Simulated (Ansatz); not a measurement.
# CH9BN2Si: the cost of one run

Method: RKS B3LYP-D4/def2-SVP, in Ansatz 0.2.0.

## (1) The system as given

Bond lengths: B1–C2 1.533 Å, C2–N3 1.472 Å, C2–Si4 1.952 Å, Si4–N5 1.753 Å, B1–H6 1.239 Å, B1–H7 1.180 Å, C2–H8 1.079 Å, N3–H9 1.065 Å, N3–H10 1.059 Å, Si4–H11 1.512 Å, Si4–H12 1.430 Å, N5–H13 1.104 Å, N5–H14 1.005 Å. Angles (14 of 21 angles, heavy atoms first): B1–C2–N3 110.4°, B1–C2–Si4 110.0°, N3–C2–Si4 111.6°, C2–Si4–N5 109.8°, B1–C2–H8 109.2°, N3–C2–H8 108.6°, Si4–C2–H8 106.8°, C2–B1–H6 122.1°, C2–B1–H7 122.8°, C2–N3–H9 106.3°, C2–N3–H10 105.6°, C2–Si4–H11 105.0°, C2–Si4–H12 108.7°, N5–Si4–H11 110.8°.

Coordinates:

```xyz
14

B    -1.7195    0.2609    0.3600
C    -0.6416   -0.6986   -0.1578
N    -0.4814   -0.5539   -1.6136
Si    1.0391   -0.3876    0.7854
N     1.6147    1.2340    0.4528
H    -1.6448    1.4871    0.1959
H    -2.7229   -0.1130    0.8565
H    -0.9373   -1.7134    0.0573
H    -0.0457    0.4046   -1.7729
H     0.2508   -1.2675   -1.8914
H     0.7013   -0.5481    2.2507
H     1.9789   -1.3909    0.3921
H     0.7955    1.9483    0.6464
H     1.8000    1.3089   -0.5326
```

## (2) Relaxing end A

The input, input.yaml:

```yaml
crystal:
  periodic: [false, false, false]
  atoms:
    - { symbol: B, position_ang: [-1.7195, 0.2609, 0.36] }
    - { symbol: C, position_ang: [-0.6416, -0.6986, -0.1578] }
    - { symbol: "N", position_ang: [-0.4814, -0.5539, -1.6136] }
    - { symbol: Si, position_ang: [1.0391, -0.3876, 0.7854] }
    - { symbol: "N", position_ang: [1.6147, 1.234, 0.4528] }
    - { symbol: H, position_ang: [-1.6448, 1.4871, 0.1959] }
    - { symbol: H, position_ang: [-2.7229, -0.113, 0.8565] }
    - { symbol: H, position_ang: [-0.9373, -1.7134, 0.0573] }
    - { symbol: H, position_ang: [-0.0457, 0.4046, -1.7729] }
    - { symbol: H, position_ang: [0.2508, -1.2675, -1.8914] }
    - { symbol: H, position_ang: [0.7013, -0.5481, 2.2507] }
    - { symbol: H, position_ang: [1.9789, -1.3909, 0.3921] }
    - { symbol: H, position_ang: [0.7955, 1.9483, 0.6464] }
    - { symbol: H, position_ang: [1.8, 1.3089, -0.5326] }
basis:
  gaussian: { orbitals: def2-SVP }
hamiltonian:
  xc: b3lyp
  dispersion: d4
relax:
  f_tol: 0.015
  max_steps: 40
```

The run is started by

```bash
> ansatz run input.yaml --threads 2 --pin off --max-ram 3072MiB --backend cpu --events-out ev --progress --plain --runs-dir out
```

**Question.** How long does this run take on 2 threads of AMD EPYC 7B13 (Zen 3), shared host, and how much memory does it need?

About 52 s, with a peak of 0.3 GiB.
